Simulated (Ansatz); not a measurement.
**C₂H₁₀AlNSi: up Jacob's ladder to CCSD(T)**

The task here is to estimate one member of a computed series from the others.

Computed with Ansatz 0.2.0, Gaussian basis. Level: functionals in def2-TZVPP, the program's frozen cores in correlated methods.

The runs, in order: PBE-D4, r2SCAN-D4, PBE0-D4, B3LYP-D4, ωB97X-V, ωB97M-V, B2PLYP; CCSD(T)/def2-TZVPP; MP2/def2-QZVPP; extrapolation to the limit.

### The relaxed structure

All runs share one geometry, relaxed beforehand with PBE0-D4 in a triple-zeta def2 set.

SMILES `C[SiH](C)[AlH][NH2]`, 15 atoms, charge 0, spin multiplicity 1.

Atoms are counted from 1 here; the program's logs count them from 0.

Bond lengths: C1–Si2 1.886 Å, C1–H6 1.093 Å, C1–H7 1.093 Å, C1–H8 1.093 Å, Si2–C3 1.886 Å, Si2–Al4 2.458 Å, Si2–H9 1.499 Å, C3–H10 1.092 Å, C3–H11 1.093 Å, C3–H12 1.093 Å, Al4–N5 1.773 Å, Al4–H13 1.592 Å, N5–H14 1.008 Å, N5–H15 1.007 Å. Angles: Si2–C1–H6 111.2°, Si2–C1–H7 111.0°, Si2–C1–H8 110.9°, H6–C1–H7 107.9°, H6–C1–H8 107.9°, H7–C1–H8 107.9°, C1–Si2–C3 109.6°, C1–Si2–Al4 111.5°, C1–Si2–H9 107.5°, C3–Si2–Al4 112.4°, C3–Si2–H9 107.2°, Al4–Si2–H9 108.5°, Si2–C3–H10 111.2°, Si2–C3–H11 111.1°, Si2–C3–H12 110.6°, H10–C3–H11 107.8°, H10–C3–H12 108.0°, H11–C3–H12 107.9° and more.

Set-up of the first run:

Input file in.yaml:

```yaml
crystal:
  periodic: [false, false, false]
  atoms:
    - {symbol: C, position_ang: [-1.336102, -0.960134, 0.848863]}
    - {symbol: Si, position_ang: [0.369102, -0.158230, 0.763706]}
    - {symbol: C, position_ang: [1.671704, -1.478547, 0.420302]}
    - {symbol: Al, position_ang: [0.425520, 1.665728, -0.883108]}
    - {symbol: N, position_ang: [-1.094061, 2.104713, -1.684531]}
    - {symbol: H, position_ang: [-2.104146, -0.228404, 1.110892]}
    - {symbol: H, position_ang: [-1.608355, -1.403041, -0.112721]}
    - {symbol: H, position_ang: [-1.356555, -1.752287, 1.602247]}
    - {symbol: H, position_ang: [0.665394, 0.413740, 2.117350]}
    - {symbol: H, position_ang: [2.675942, -1.048844, 0.402792]}
    - {symbol: H, position_ang: [1.497236, -1.961413, -0.544652]}
    - {symbol: H, position_ang: [1.649473, -2.251949, 1.192809]}
    - {symbol: H, position_ang: [1.703392, 2.508259, -1.321909]}
    - {symbol: H, position_ang: [-1.197197, 2.837366, -2.368732]}
    - {symbol: H, position_ang: [-1.983048, 1.662545, -1.514006]}
basis:
  gaussian: {orbitals: def2-TZVPP}
hamiltonian: {xc: pbe, dispersion: d4}
output: {forces: true, orbitals: {seedname: orbitals}}
```

On the command line:

```
> ansatz run in.yaml --threads 4 --pin off --events-out ev --progress --plain --max-ram 10444MiB
```

Among the steps run: PBE-D4 (GGA); r2SCAN-D4 (meta-GGA); PBE0-D4 (hybrid); B3LYP-D4 (hybrid); ωB97X-V (range-separated); ωB97M-V (range-separated); B2PLYP (double hybrid); CCSD(T) in def2-TZVPP; MP2 in def2-QZVPP.

One of the session's tables, all rows but one given; the rest of the session is left out.

| method | atomisation energy (kJ/mol) |
| --- | --- |
| PBE-D4 | 5223.3 |
| r2SCAN-D4 | ? |
| PBE0-D4 | 5174.8 |
| B3LYP-D4 | 5195.0 |
| ωB97X-V | 5211.5 |
| ωB97M-V | 5199.5 |
| B2PLYP | 5129.1 |
| HF/def2-TZVPP | 3865.7 |
| MP2/def2-TZVPP | 5077.7 |
| CCSD/def2-TZVPP | 5006.0 |
| CCSD(T)/def2-TZVPP | 5063.2 |
| MP2/CBS | 5207.9 |
| CCSD(T)/CBS | 5193.5 |

Q: Estimate the row for r2SCAN-D4 from the others.

The run gave: atomisation energy (kJ/mol): 5189.3. In the column «atomisation energy (kJ/mol)» it lies between PBE0-D4 (5174.8) and CCSD(T)/CBS (5193.5).

Caveats from the session: Free atoms (2 C, 1 Si, 1 Al, 1 N, 10 H) were run apart at each level; the atomisation energy is their sum less the molecule, without zero-point or spin-orbit terms.
